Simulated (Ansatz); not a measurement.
This script drives Ansatz 0.2.0 through its Python package.

`energy_c3h9geo.py`:
```python
"""Single point of C3H9GeO in a Gaussian basis."""

import ansatz as az
from ase import Atoms


def main() -> None:
    atoms = Atoms(["C", "C", "C", "O", "Ge", "H", "H", "H", "H", "H", "H", "H", "H", "H"], positions=[
        (-2.0384, 1.2254, -0.115),
        (-1.6713, -0.2428, 0.0744),
        (-0.193, -0.5037, -0.2171),
        (0.6019, 0.1757, 0.7236),
        (2.3273, -0.1575, 0.3299),
        (-1.8397, 1.5511, -1.1582),
        (-1.4822, 1.87, 0.5983),
        (-1.9071, -0.547, 1.1168),
        (-2.2929, -0.8554, -0.613),
        (0.0339, -0.1625, -1.2537),
        (-0.0215, -1.6022, -0.1472),
        (2.6503, 0.364, -1.0941),
        (3.2357, 0.5676, 1.3551),
        (2.597, -1.6827, 0.4003),
    ])
    mol = az.Crystal.molecule_from_ase(atoms)

    base = (
        mol.calculation()
        .basis(gaussian="def2-SVP")
        .functional("r2scan", dispersion="d3bj")
        .spin("collinear", total=1)
    )
    print(base.to_yaml())
    outcome = base.run(threads=1)
    summary = outcome.report

    for key in ("converged", "free_energy_ev", "reference_energy_ev", "n_frozen", "n_occupied", "n_virtual"):
        print(f"{key:22s} {summary[key]}")

    field = summary["mean_field"]
    print("<S^2> =", round(abs(field["state"]["spin_squared"]), 4), " all-electron relativity setting:", field["relativity"])
    print("passes:", field["passes"])
    if "symmetry" in field:
        print("occupied orbitals by irrep:", field["symmetry"]["occupied"])


if __name__ == "__main__":
    main()
```

It is started by `python energy_c3h9geo.py`. Estimate its wall time and peak memory on 1 thread of Arm Neoverse V1, on a shared host.

It took about 19 s, with a peak of 0.35 GiB, for 1 run of the engine.

```console
$ python energy_c3h9geo.py
crystal:
  periodic: [false, false, false]
  atoms:
    - { symbol: C, position_ang: [-2.0384, 1.2254, -0.115] }
    - { symbol: C, position_ang: [-1.6713, -0.2428, 0.0744] }
    - { symbol: C, position_ang: [-0.193, -0.5037, -0.2171] }
    - { symbol: O, position_ang: [0.6019, 0.1757, 0.7236] }
    - { symbol: Ge, position_ang: [2.3273, -0.1575, 0.3299] }
    - { symbol: H, position_ang: [-1.8397, 1.5511, -1.1582] }
    - { symbol: H, position_ang: [-1.4822, 1.87, 0.5983] }
    - { symbol: H, position_ang: [-1.9071, -0.547, 1.1168] }
    - { symbol: H, position_ang: [-2.2929, -0.8554, -0.613] }
    - { symbol: H, position_ang: [0.0339, -0.1625, -1.2537] }
    - { symbol: H, position_ang: [-0.0215, -1.6022, -0.1472] }
    - { symbol: H, position_ang: [2.6503, 0.364, -1.0941] }
    - { symbol: H, position_ang: [3.2357, 0.5676, 1.3551] }
    - { symbol: H, position_ang: [2.597, -1.6827, 0.4003] }
basis:
  gaussian:
    orbitals: def2-SVP
hamiltonian:
  xc: r2scan
  dispersion: d3bj
magnetization:
  spin_polarized: true
  initial_magnetization: 1.0

DeckWarning: the engine holds no damping parameters fitted to this dispersion correction and functional, so the run takes those fitted to r2scan beside the three-body term, which d3bj leaves out (hamiltonian.dispersion, under Limitations)
converged              True
free_energy_ev         -61806.84144375505
reference_energy_ev    -61806.760242430006
n_frozen               0
n_occupied             [34, 33]
n_virtual              [99, 100]
<S^2> = 0.7547  all-electron relativity setting: none
passes: {'evaluations': 17, 'products': 16}
occupied orbitals by irrep: [{'A': 34}, {'A': 33}]
```
(Warnings from the package without file and line.)

What to keep in mind:
- Total energies depend on the basis set; only differences at equal settings carry meaning.
- The geometry is a force-field or estimated start, not a minimum of this method, and the basis set is short of its limit.
- The species is open-shell (spin multiplicity 2).
- Total less reference energy is the dispersion correction.
- A dispersion term here runs with damping parameters fitted for another variant or functional.

(Lines on the test bed's own set-up are left out of the output.)
